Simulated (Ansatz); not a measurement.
# TiAl: a series of runs

Aim: follow a series of runs on TiAl and read the state that each reaches.

Method: DFT PBEsol, scalar-relativistic, plane waves, PAW, in Ansatz 0.2.0.

28 further runs of the same task are left out: 28 set aside as unsound or not needed. Runs told in other sessions of the task aren't counted.

### 1 The structure to begin with

The structure is hexagonal, space group P-6m2 (No. 187). Conventional cell: a = 2.769 Å, b = 2.769 Å, c = 4.493 Å, α = 90.00°, β = 90.00°, γ = 120.00°. Ti (site symmetry -6m2) is surrounded by 6 Al at 2.76 Å and 6 Ti at 2.77 Å. Around Al (site symmetry -6m2) lie 6 Ti at 2.76 Å and 6 Al at 2.77 Å.

Structure file:

```cif
data_structure
_symmetry_space_group_name_H-M 'P 1'
_symmetry_Int_Tables_number 1
_cell_length_a 2.7695
_cell_length_b 2.7695
_cell_length_c 4.4926
_cell_angle_alpha 90.000
_cell_angle_beta 90.000
_cell_angle_gamma 120.000
_cell_volume 29.84
loop_
_atom_site_label
_atom_site_type_symbol
_atom_site_fract_x
_atom_site_fract_y
_atom_site_fract_z
_atom_site_occupancy
Ti1 Ti 0.00000 0.00000 0.00000 1
Al1 Al 0.33333 0.66667 0.50000 1
```

### 2 Volume 14.921 Å³ an atom, total moment held at 0.500 muB a cell

Contents of input.yaml:

```yaml
crystal:
  lattice:
    - [2.7694960644, 0.0, 0.0]
    - [-1.3847480322, 2.3984539475, 0.0]
    - [0.0, 0.0, 4.4925796926]
  atoms:
    - { symbol: Ti, position: [0.0, 0.0, 0.0], spin: 0.5 }
    - { symbol: Al, position: [0.3333333333, 0.6666666667, 0.5] }
basis:
  ecutwfc: 520.0
kpoints:
  mp_grid: { grid: [21, 21, 12] }
hamiltonian:
  xc: pbesol
  pseudopotentials: { kind: paw, azcp: { folder: soft_1 } }
scf:
  occupations: { method: gaussian, width: 0.15 }
  lower_state_search: "off"
output:
  forces: true
  stress: true
  eigenvalues: true
  populations: true
magnetization:
  spin_polarized: true
  initial_magnetization: 0.5
  spin_locking: { lock_magnetization: hard }
```

Launch:

```sh
$ ansatz run input.yaml --threads 2 --pin off --max-ram 4096MiB --backend cpu --events-out ev --progress --plain --runs-dir out
```

Standard output (excerpt; [...] marks lines left out):

```text
Warning: <dir> the record states the generating functional pbe (its physics header spells it `PBE`), which answers neither for hamiltonian.xc's functional nor for the pbesol family's — results may be inconsistent (PPs are generated against a specific XC)
[...]
Warning: output.stress: scf.convergence.dr2_threshold = 1e-7 eV (the SCF's general default) is looser than the 2e-10 eV advised for a printed stress (1e-10 eV for each atom of the cell: 2). What an SCF threshold leaves in a stress goes as its square root, and in the free energy as the [...]
Warning: RAYON_NUM_THREADS=2 ignored (pool sized by the plan → 2); use --threads N
[...]
Pseudopotentials: kind: paw
Pseudopotential: Ti, paw, valence charge 12, recommended cutoff 420 eV (normal), <dir>
Pseudopotential: Al, paw, valence charge 3, recommended cutoff 420 eV (normal), <dir>
Functional definition: PBEsol
[...]
Crystal: 2 atoms, lattice volume = 29.842 Å³
Basis set: ecut = 520 eV, 785 PW (Γ), exchange–correlation on 48×48×72 points (8 copies of the dense FFT grid, shifted against one another)
Bands: 12, of which v1, the nominal top of the filled ones, is band 8 counted from 1 (7 counted from 0)
Symmetry: 12 space group operations
Space group: P-6m2 (ITA 187), of the structure as read, at distance tolerance 3.1e-5 Å
Magnetic group: BNS 187.209 (UNI 1439), of the structure as read, at distance tolerance 3.1e-5 Å
k-points: 336 of 5292 (time reversal used)
[...]
Starting moments: Σ|m| = 0.5 μB on 1 of 2 sites
[...]
SCF iter   1: F=—  HF=-2999.181034 eV  |F-HF|=—  |Δ(HF+E_count)|=         —  Δρ=3.33e-2 (↑3.33e-2 ↓1.60e-2)  dr2=8.05e-1  dr2_m=4.93e-2  M=0.500 μB ∫|m|=0.500 μB  β_m=0.30  ethr=3.10e-3  ⟨swp⟩=4.9  Hψ=41004  notcnv=0
[...]
SCF iter  10: F=-2998.870261 eV  HF=-2998.870261 eV  |F-HF|=9.55e-12  |Δ(HF+E_count)|=   4.39e-9  Δρ=3.88e-7 (↑3.88e-7 ↓3.11e-7)  dr2=4.55e-11  dr2_m=2.28e-11  M=0.500 μB ∫|m|=0.500 μB  ethr=1.61e-11  ⟨swp⟩=1.0  Hψ=23061  notcnv=0
[...]
SCF converged after 10 iterations
Stability checked in part: among states of this total moment the steps that led to this state did not find it unstable. No probe was made; neither looks for a lower state of another moment (fixed_total_moment; see scf.lower_state_search)
Magnetization: 0.5000 μB (7.7500 up, 7.2500 down)
Absolute magnetization: 0.5001 μB (∫|ρ↑−ρ↓|, with the PAW one-centre terms)
Spin contamination: 0.0020 ħ² per cell (⟨S²⟩ above its minimum at these occupations)
Per-site moments (μB) at R_I (Å): [(0.2966396630062856, 1.1373726061774425), (0.03965074154630336, 1.1373726061774425)]
Free energy (F): -2998.870261 eV
[...]
E sigma→0 (E₀):  -2998.859656 eV
Entropy (-TS):   -0.021212 eV (-10.606 meV/atom)
Fermi energy:    11.814958 (↑ 11.885999, ↓ 11.743916) eV
[...]
--- Forces (eV/Å), atoms counted from 1 ---
  atom   1  Ti     0.00000000     0.00000000     0.00000000
  atom   2  Al    -0.00000000    -0.00000000     0.00000000
[...]
--- Stress (GPa, compression-positive) ---
       11.077134       0.000000      -0.000000
        0.000000      11.077134      -0.000000
       -0.000000      -0.000000      11.508227
  P = ⅓ Tr σ = 11.2208 GPa (112.208 kbar)
--- Band table (eV; the first three rows and the last of 672) ---
  k-point 0 ↑: bands = ["-44.3416", "-20.8002", "-20.2559", "-20.2559", "2.2659", "9.1926", "9.8752", "13.0351", "13.0351", "14.8207", "14.8207", "16.2200"]
[...]
--- Löwdin populations: 2 sites ---
  site symbol       q [e]    m [muB]
     0     Ti     11.5643     0.3916
     1     Al      3.3183     0.0836
  spilling = 0.007822 (of n_electrons = 15.000000)
```

Run time: 29 s. Hardware: 2 threads of Arm Neoverse V1, shared host; peak memory 0.61 GiB.

### 3 Volume 15.570 Å³ an atom, total moment held at 0.500 muB a cell

input.yaml: that of step 2 with these lines changed.

```diff
@@ -2,5 +2,5 @@
   lattice:
-    - [2.7694960644, 0.0, 0.0]
-    - [-1.3847480322, 2.3984539475, 0.0]
-    - [0.0, 0.0, 4.4925796926]
+    - [2.8090813284, 0.0, 0.0]
+    - [-1.4045406642, 2.4327357917, 0.0]
+    - [0.0, 0.0, 4.556793524]
   atoms:
```

Launch:

```sh
$ ansatz run input.yaml --threads 2 --pin off --max-ram 4096MiB --backend cpu --events-out ev --progress --plain --runs-dir out
```

Standard output (excerpt; [...] marks lines left out):

```text
Warning: <dir> the record states the generating functional pbe (its physics header spells it `PBE`), which answers neither for hamiltonian.xc's functional nor for the pbesol family's — results may be inconsistent (PPs are generated against a specific XC)
[...]
Warning: output.stress: scf.convergence.dr2_threshold = 1e-7 eV (the SCF's general default) is looser than the 2e-10 eV advised for a printed stress (1e-10 eV for each atom of the cell: 2). What an SCF threshold leaves in a stress goes as its square root, and in the free energy as the [...]
Warning: RAYON_NUM_THREADS=2 ignored (pool sized by the plan → 2); use --threads N
[...]
[... 4 set-up lines as earlier in the session ...]
[...]
Crystal: 2 atoms, lattice volume = 31.140 Å³
Basis set: ecut = 520 eV, 833 PW (Γ), exchange–correlation on 48×48×72 points (8 copies of the dense FFT grid, shifted against one another)
Bands: 12, of which v1, the nominal top of the filled ones, is band 8 counted from 1 (7 counted from 0)
[...]
Magnetization: 0.5000 μB (7.7500 up, 7.2500 down)
Absolute magnetization: 0.5003 μB (∫|ρ↑−ρ↓|, with the PAW one-centre terms)
Spin contamination: 0.0023 ħ² per cell (⟨S²⟩ above its minimum at these occupations)
Per-site moments (μB) at R_I (Å): [(0.30540624437650915, 1.1536294246940981), (0.03552633293246355, 1.1536294246940981)]
Free energy (F): -2998.935924 eV
[...]
E sigma→0 (E₀):  -2998.924777 eV
Entropy (-TS):   -0.022293 eV (-11.146 meV/atom)
Fermi energy:    11.228955 (↑ 11.292631, ↓ 11.165279) eV
[...]
--- Forces (eV/Å), atoms counted from 1 ---
  atom   1  Ti     0.00000000     0.00000000     0.00000000
  atom   2  Al     0.00000000     0.00000000     0.00000000
[...]
--- Stress (GPa, compression-positive) ---
        5.379192       0.000000       0.000000
        0.000000       5.379192       0.000000
        0.000000       0.000000       4.790180
  P = ⅓ Tr σ = 5.1829 GPa (51.829 kbar)
--- Band table (eV; the first three rows and the last of 672) ---
  k-point 0 ↑: bands = ["-45.0278", "-21.4717", "-20.9904", "-20.9904", "1.8953", "8.6539", "9.3023", "12.3942", "12.3942", "14.0820", "14.0820", "15.4041"]
[...]
--- Löwdin populations: 2 sites ---
  site symbol       q [e]    m [muB]
     0     Ti     11.5419     0.3993
     1     Al      3.3374     0.0755
  spilling = 0.008050 (of n_electrons = 15.000000)
```

Wall time 27 s (2 threads of Arm Neoverse V1, shared host); peak memory 0.63 GiB.

### 4 Volume 16.218 Å³ an atom, total moment held at 0.500 muB a cell

input.yaml: that of step 3 with these lines changed.

```diff
@@ -2,5 +2,5 @@
   lattice:
-    - [2.8090813284, 0.0, 0.0]
-    - [-1.4045406642, 2.4327357917, 0.0]
-    - [0.0, 0.0, 4.556793524]
+    - [2.8475477342, 0.0, 0.0]
+    - [-1.4237738671, 2.4660486763, 0.0]
+    - [0.0, 0.0, 4.6191923826]
   atoms:
```

Launch:

```sh
$ ansatz run input.yaml --threads 2 --pin off --max-ram 4096MiB --backend cpu --events-out ev --progress --plain --runs-dir out
```

Standard output (excerpt; [...] marks lines left out):

```text
Warning: <dir> the record states the generating functional pbe (its physics header spells it `PBE`), which answers neither for hamiltonian.xc's functional nor for the pbesol family's — results may be inconsistent (PPs are generated against a specific XC)
[...]
Warning: output.stress: scf.convergence.dr2_threshold = 1e-7 eV (the SCF's general default) is looser than the 2e-10 eV advised for a printed stress (1e-10 eV for each atom of the cell: 2). What an SCF threshold leaves in a stress goes as its square root, and in the free energy as the [...]
Warning: RAYON_NUM_THREADS=2 ignored (pool sized by the plan → 2); use --threads N
[...]
[... 4 set-up lines as earlier in the session ...]
[...]
Crystal: 2 atoms, lattice volume = 32.437 Å³
Basis set: ecut = 520 eV, 881 PW (Γ), exchange–correlation on 48×48×72 points (8 copies of the dense FFT grid, shifted against one another)
Bands: 12, of which v1, the nominal top of the filled ones, is band 8 counted from 1 (7 counted from 0)
[...]
Magnetization: 0.5000 μB (7.7500 up, 7.2500 down)
Absolute magnetization: 0.5006 μB (∫|ρ↑−ρ↓|, with the PAW one-centre terms)
Spin contamination: 0.0025 ħ² per cell (⟨S²⟩ above its minimum at these occupations)
Per-site moments (μB) at R_I (Å): [(0.31365358547137795, 1.1694267521341015), (0.03176464892710074, 1.1694267521341015)]
Free energy (F): -2998.957090 eV
[...]
E sigma→0 (E₀):  -2998.945419 eV
Entropy (-TS):   -0.023342 eV (-11.671 meV/atom)
Fermi energy:    10.687974 (↑ 10.745221, ↓ 10.630727) eV
[...]
--- Forces (eV/Å), atoms counted from 1 ---
  atom   1  Ti    -0.00000000     0.00000000     0.00000000
  atom   2  Al     0.00000000     0.00000000    -0.00000000
[...]
--- Stress (GPa, compression-positive) ---
        0.656962      -0.000000       0.000000
        0.000000       0.656962       0.000000
        0.000000       0.000000      -0.694766
  P = ⅓ Tr σ = 0.2064 GPa (2.064 kbar)
--- Band table (eV; the first three rows and the last of 672) ---
  k-point 0 ↑: bands = ["-45.6669", "-22.0977", "-21.6699", "-21.6699", "1.5570", "8.1576", "8.7796", "11.7992", "11.7992", "13.3976", "13.3976", "14.6473"]
[...]
--- Löwdin populations: 2 sites ---
  site symbol       q [e]    m [muB]
     0     Ti     11.5217     0.4062
     1     Al      3.3542     0.0681
  spilling = 0.008272 (of n_electrons = 15.000000)
```

Run time: 27 s. Hardware: 2 threads of Arm Neoverse V1, shared host; peak memory 0.64 GiB.

### 5 Volume 16.867 Å³ an atom, total moment held at 0.500 muB a cell

input.yaml: that of step 4 with these lines changed.

```diff
@@ -2,5 +2,5 @@
   lattice:
-    - [2.8475477342, 0.0, 0.0]
-    - [-1.4237738671, 2.4660486763, 0.0]
-    - [0.0, 0.0, 4.6191923826]
+    - [2.8850104496, 0.0, 0.0]
+    - [-1.4425052248, 2.4984923395, 0.0]
+    - [0.0, 0.0, 4.6799630897]
   atoms:
```

Launch:

```sh
$ ansatz run input.yaml --threads 2 --pin off --max-ram 4096MiB --backend cpu --events-out ev --progress --plain --runs-dir out
```

Standard output (excerpt; [...] marks lines left out):

```text
Warning: <dir> the record states the generating functional pbe (its physics header spells it `PBE`), which answers neither for hamiltonian.xc's functional nor for the pbesol family's — results may be inconsistent (PPs are generated against a specific XC)
[...]
Warning: output.stress: scf.convergence.dr2_threshold = 1e-7 eV (the SCF's general default) is looser than the 2e-10 eV advised for a printed stress (1e-10 eV for each atom of the cell: 2). What an SCF threshold leaves in a stress goes as its square root, and in the free energy as the [...]
Warning: RAYON_NUM_THREADS=2 ignored (pool sized by the plan → 2); use --threads N
[...]
[... 4 set-up lines as earlier in the session ...]
[...]
Crystal: 2 atoms, lattice volume = 33.734 Å³
Basis set: ecut = 520 eV, 941 PW (Γ), exchange–correlation on 48×48×72 points (8 copies of the dense FFT grid, shifted against one another)
Bands: 12, of which v1, the nominal top of the filled ones, is band 8 counted from 1 (7 counted from 0)
[...]
Magnetization: 0.5000 μB (7.7500 up, 7.2500 down)
Absolute magnetization: 0.5009 μB (∫|ρ↑−ρ↓|, with the PAW one-centre terms)
Spin contamination: 0.0028 ħ² per cell (⟨S²⟩ above its minimum at these occupations)
Per-site moments (μB) at R_I (Å): [(0.3214330654728276, 1.1848118854587883), (0.028316093928768014, 1.1848118854587883)]
Free energy (F): -2998.941606 eV
[...]
E sigma→0 (E₀):  -2998.929450 eV
Entropy (-TS):   -0.024311 eV (-12.155 meV/atom)
Fermi energy:    10.186332 (↑ 10.237737, ↓ 10.134927) eV
[...]
--- Forces (eV/Å), atoms counted from 1 ---
  atom   1  Ti    -0.00000000     0.00000000     0.00000000
  atom   2  Al     0.00000000    -0.00000000     0.00000000
[...]
--- Stress (GPa, compression-positive) ---
       -3.261114       0.000000       0.000000
        0.000000      -3.261114       0.000000
        0.000000       0.000000      -5.176830
  P = ⅓ Tr σ = -3.8997 GPa (-38.997 kbar)
--- Band table (eV; the first three rows and the last of 672) ---
  k-point 0 ↑: bands = ["-46.2638", "-22.6829", "-22.3007", "-22.3007", "1.2469", "7.6984", "8.3002", "11.2449", "11.2449", "12.7614", "12.7614", "13.9430"]
[...]
--- Löwdin populations: 2 sites ---
  site symbol       q [e]    m [muB]
     0     Ti     11.5039     0.4126
     1     Al      3.3689     0.0614
  spilling = 0.008483 (of n_electrons = 15.000000)
```

Run time: 28 s. Hardware: 2 threads of Arm Neoverse V1, shared host; peak memory 0.66 GiB.

### 6 Volume 17.516 Å³ an atom, total moment held at 0.500 muB a cell

input.yaml: that of step 5 with these lines changed.

```diff
@@ -2,5 +2,5 @@
   lattice:
-    - [2.8850104496, 0.0, 0.0]
-    - [-1.4425052248, 2.4984923395, 0.0]
-    - [0.0, 0.0, 4.6799630897]
+    - [2.9215484151, 0.0, 0.0]
+    - [-1.4607742075, 2.5301351459, 0.0]
+    - [0.0, 0.0, 4.7392337]
   atoms:
```

Launch:

```sh
$ ansatz run input.yaml --threads 2 --pin off --max-ram 4096MiB --backend cpu --events-out ev --progress --plain --runs-dir out
```

Standard output (excerpt; [...] marks lines left out):

```text
Warning: <dir> the record states the generating functional pbe (its physics header spells it `PBE`), which answers neither for hamiltonian.xc's functional nor for the pbesol family's — results may be inconsistent (PPs are generated against a specific XC)
[...]
Warning: output.stress: scf.convergence.dr2_threshold = 1e-7 eV (the SCF's general default) is looser than the 2e-10 eV advised for a printed stress (1e-10 eV for each atom of the cell: 2). What an SCF threshold leaves in a stress goes as its square root, and in the free energy as the [...]
Warning: RAYON_NUM_THREADS=2 ignored (pool sized by the plan → 2); use --threads N
[...]
[... 4 set-up lines as earlier in the session ...]
[...]
Crystal: 2 atoms, lattice volume = 35.032 Å³
Basis set: ecut = 520 eV, 941 PW (Γ), exchange–correlation on 48×48×72 points (8 copies of the dense FFT grid, shifted against one another)
Bands: 12, of which v1, the nominal top of the filled ones, is band 8 counted from 1 (7 counted from 0)
[...]
Magnetization: 0.5000 μB (7.7500 up, 7.2500 down)
Absolute magnetization: 0.5014 μB (∫|ρ↑−ρ↓|, with the PAW one-centre terms)
Spin contamination: 0.0030 ħ² per cell (⟨S²⟩ above its minimum at these occupations)
Per-site moments (μB) at R_I (Å): [(0.3288360333127902, 1.1998172438776735), (0.025117810016985546, 1.1998172438776735)]
Free energy (F): -2998.895855 eV
[...]
E sigma→0 (E₀):  -2998.883255 eV
Entropy (-TS):   -0.025199 eV (-12.600 meV/atom)
Fermi energy:    9.719623 (↑ 9.765594, ↓ 9.673652) eV
[...]
--- Forces (eV/Å), atoms counted from 1 ---
  atom   1  Ti     0.00000000    -0.00000000    -0.00000000
  atom   2  Al    -0.00000000     0.00000000    -0.00000000
[...]
--- Stress (GPa, compression-positive) ---
       -6.509864       0.000000      -0.000000
        0.000000      -6.509864       0.000000
       -0.000000       0.000000      -8.835087
  P = ⅓ Tr σ = -7.2849 GPa (-72.849 kbar)
--- Band table (eV; the first three rows and the last of 672) ---
  k-point 0 ↑: bands = ["-46.8223", "-23.2311", "-22.8879", "-22.8879", "0.9614", "7.2719", "7.8589", "10.7271", "10.7271", "12.1682", "12.1682", "13.2858"]
[...]
--- Löwdin populations: 2 sites ---
  site symbol       q [e]    m [muB]
     0     Ti     11.4882     0.4187
     1     Al      3.3817     0.0551
  spilling = 0.008677 (of n_electrons = 15.000000)
```

Run time: 30 s. Hardware: 2 threads of Arm Neoverse V1, shared host; peak memory 0.67 GiB.

### 7 Volume 18.165 Å³ an atom, total moment held at 0.500 muB a cell

input.yaml: that of step 6 with these lines changed.

```diff
@@ -2,5 +2,5 @@
   lattice:
-    - [2.9215484151, 0.0, 0.0]
-    - [-1.4607742075, 2.5301351459, 0.0]
-    - [0.0, 0.0, 4.7392337]
+    - [2.9571946349, 0.0, 0.0]
+    - [-1.4785973175, 2.5610056778, 0.0]
+    - [0.0, 0.0, 4.7970577516]
   atoms:
```

Launch:

```sh
$ ansatz run input.yaml --threads 2 --pin off --max-ram 4096MiB --backend cpu --events-out ev --progress --plain --runs-dir out
```

Standard output (excerpt; [...] marks lines left out):

```text
Warning: <dir> the record states the generating functional pbe (its physics header spells it `PBE`), which answers neither for hamiltonian.xc's functional nor for the pbesol family's — results may be inconsistent (PPs are generated against a specific XC)
[...]
Warning: output.stress: scf.convergence.dr2_threshold = 1e-7 eV (the SCF's general default) is looser than the 2e-10 eV advised for a printed stress (1e-10 eV for each atom of the cell: 2). What an SCF threshold leaves in a stress goes as its square root, and in the free energy as the [...]
Warning: RAYON_NUM_THREADS=2 ignored (pool sized by the plan → 2); use --threads N
[...]
[... 4 set-up lines as earlier in the session ...]
[...]
Crystal: 2 atoms, lattice volume = 36.330 Å³
Basis set: ecut = 520 eV, 989 PW (Γ), exchange–correlation on 48×48×72 points (8 copies of the dense FFT grid, shifted against one another)
Bands: 12, of which v1, the nominal top of the filled ones, is band 8 counted from 1 (7 counted from 0)
[...]
Magnetization: 0.5000 μB (7.7500 up, 7.2500 down)
Absolute magnetization: 0.5020 μB (∫|ρ↑−ρ↓|, with the PAW one-centre terms)
Spin contamination: 0.0033 ħ² per cell (⟨S²⟩ above its minimum at these occupations)
Per-site moments (μB) at R_I (Å): [(0.3359364642040965, 1.21445638146671), (0.022125848037490802, 1.21445638146671)]
Free energy (F): -2998.825195 eV
[...]
E sigma→0 (E₀):  -2998.812180 eV
Entropy (-TS):   -0.026029 eV (-13.015 meV/atom)
Fermi energy:    9.284483 (↑ 9.325347, ↓ 9.243620) eV
[...]
--- Forces (eV/Å), atoms counted from 1 ---
  atom   1  Ti     0.00000000     0.00000000    -0.00000000
  atom   2  Al     0.00000000    -0.00000000    -0.00000000
[...]
--- Stress (GPa, compression-positive) ---
       -9.195849      -0.000000      -0.000000
       -0.000000      -9.195849       0.000000
       -0.000000       0.000000     -11.809898
  P = ⅓ Tr σ = -10.0672 GPa (-100.672 kbar)
--- Band table (eV; the first three rows and the last of 672) ---
  k-point 0 ↑: bands = ["-47.3454", "-23.7451", "-23.4354", "-23.4354", "0.6980", "6.8748", "7.4515", "10.2426", "10.2426", "11.6143", "11.6143", "12.6715"]
[...]
--- Löwdin populations: 2 sites ---
  site symbol       q [e]    m [muB]
     0     Ti     11.4745     0.4244
     1     Al      3.3927     0.0492
  spilling = 0.008852 (of n_electrons = 15.000000)
```

Run time: 29 s. Hardware: 2 threads of Arm Neoverse V1, shared host; peak memory 0.67 GiB.

### 8 Results

| step | level | volume (Å³/atom) | pressure (GPa) | gap on the mesh (eV) | largest spin moment (μB) | time |
| --- | --- | --- | --- | --- | --- | --- |
| 2 | PBEsol, scalar-relativistic | 14.921 | 11.2 | metal | 0.30 | 29 s |
| 3 | PBEsol, scalar-relativistic | 15.570 | 5.2 | metal | 0.31 | 27 s |
| 4 | PBEsol, scalar-relativistic | 16.218 | 0.2 | metal | 0.31 | 27 s |
| 5 | PBEsol, scalar-relativistic | 16.867 | -3.9 | metal | 0.32 | 28 s |
| 6 | PBEsol, scalar-relativistic | 17.516 | -7.3 | metal | 0.33 | 30 s |
| 7 | PBEsol, scalar-relativistic | 18.165 | -10.1 | metal | 0.34 | 29 s |

Each row holds for the state that its run reached, which need not be the ground state, so the rows aren't joined into a trend here.
